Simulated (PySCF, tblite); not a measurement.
**C₂H₁₃FSSi₄: geometry, infrared bands and NMR shifts**

Aim: predict the infrared bands and NMR shifts of C₂H₁₃FSSi₄ (`CS[SiH2][Si@H](CF)[SiH2][SiH3]`).

The runs use tblite 0.8.0 and PySCF 2.14.0, with density-fitted response routines of our own; the level of theory stands in each step. All values are computed, except where a source is named. Atoms are numbered from 0 throughout.

### 1 The molecule as given

21 atoms, charge 0, multiplicity 1; geometry from: force field or distance geometry start.

Bonds of the start (Å): C0–S1 1.84, S1–Si2 2.13, Si2–Si3 2.23, Si3–C4 1.86, C4–F5 1.38, Si3–Si6 2.21, Si6–Si7 2.21, C0–H8 1.11, C0–H9 1.10, C0–H10 1.10, Si2–H11 1.46, Si2–H12 1.48, Si3–H13 1.48, C4–H14 1.11, C4–H15 1.12, Si6–H16 1.48, Si6–H17 1.46, Si7–H18 1.47, Si7–H19 1.48, Si7–H20 1.47.

### 2 Geometry optimisation with GFN2-xTB

What the job is given:

```
{"job": {"kind": "relax", "xc": "GFN2-xTB", "basis": "xTB"}, "charge": 0, "multiplicity": 1}
C      4.534700     0.813600     0.344600
S      2.836300     1.167500     0.944800
Si     1.514100     0.237100    -0.442000
Si    -0.426200    -0.194700     0.574000
C     -0.646900    -2.041300     0.678100
F     -0.747100    -2.650000    -0.559400
Si    -2.011500     0.848800    -0.559500
Si    -4.061700     0.333700     0.097000
H      4.468200     0.310900    -0.644800
H      4.998400     0.103900     1.047200
H      5.144700     1.725000     0.322500
H      2.129700    -0.977200    -0.971200
H      1.229900     1.207900    -1.523400
H     -0.437000     0.312800     1.965000
H      0.281200    -2.439300     1.146000
H     -1.477900    -2.355400     1.357900
H     -1.802200     2.298000    -0.321700
H     -1.906700     0.636700    -2.002000
H     -4.037900    -0.771000     1.067800
H     -4.878100    -0.059300    -1.067200
H     -4.712900     1.509200     0.700500
```

Launch:

```console
OMP_NUM_THREADS=1 python probes_run.py task.json out
```

One launch serves the whole session: the jobs run in the order shown.

**Question.** This job is followed by: GFN2-xTB harmonic vibrations, gas phase; GIAO PBE0/pcSseg-1 NMR shielding, non-relativistic, gas phase. What will the session give for the following? strongest single infrared mode (GFN2-xTB); zero-point energy (GFN2-xTB); 13C shifts against TMS (PBE0/pcSseg-1); 1H shifts against TMS (PBE0/pcSseg-1, means over atoms taken as alike); 33S shifts against CS2 (PBE0/pcSseg-1); 29Si shifts against TMS (PBE0/pcSseg-1); 19F shifts against CFCl3 (PBE0/pcSseg-1); surface potential, 1st and 99th percentile.

**Answer**, as computed:

| quantity | value |
| --- | --- |
| strongest single infrared mode (GFN2-xTB) | 776 cm⁻¹, 628 km/mol |
| zero-point energy (GFN2-xTB) | 83.1 kcal/mol |
| 13C shifts against TMS (PBE0/pcSseg-1) | 79.0, 19.5 ppm |
| 1H shifts against TMS (PBE0/pcSseg-1, means over atoms taken as alike) | 5.09, 5.08, 4.98, 4.72, 3.88, 3.65, 3.58, 3.57, 2.13 ppm |
| 33S shifts against CS2 (PBE0/pcSseg-1) | -225 ppm |
| 29Si shifts against TMS (PBE0/pcSseg-1) | -43.0, -77.1, -119.2, -127.3 ppm |
| 19F shifts against CFCl3 (PBE0/pcSseg-1) | -286.4 ppm |
| surface potential, 1st and 99th percentile | -1.01 V and 1.20 V |

In words: Relaxing lowered the energy by 0.742 eV in 191 steps; the close pair that moved most is Si3–Si6, from 2.211 to 2.342 Å. The lowest mode is imaginary (31i cm⁻¹), so the xTB geometry is not a minimum. The strongest single mode, at 776 cm⁻¹, has its largest shares on H19, H20 and H18 (the list is cut at 3 atoms). Unscaled tight-binding wavenumbers are off by several per cent, some by more. Its intensities can rank the bands wrongly. The most deshielded carbon is C4 (sp3 CH2 bonded to F and Si), at 79.0 ppm: pulled downfield by the heteroatom. At PBE0/pcSseg-1: Shielding is most anisotropic at S1 (span 299 ppm, paramagnetic term -333 ppm). At PBE0/pcSseg-1, counted by nearest atom on the grid, the HOMO lies on S1 79 %, the LUMO on Si3 19 %; Si2, Si6 about 14 % each.
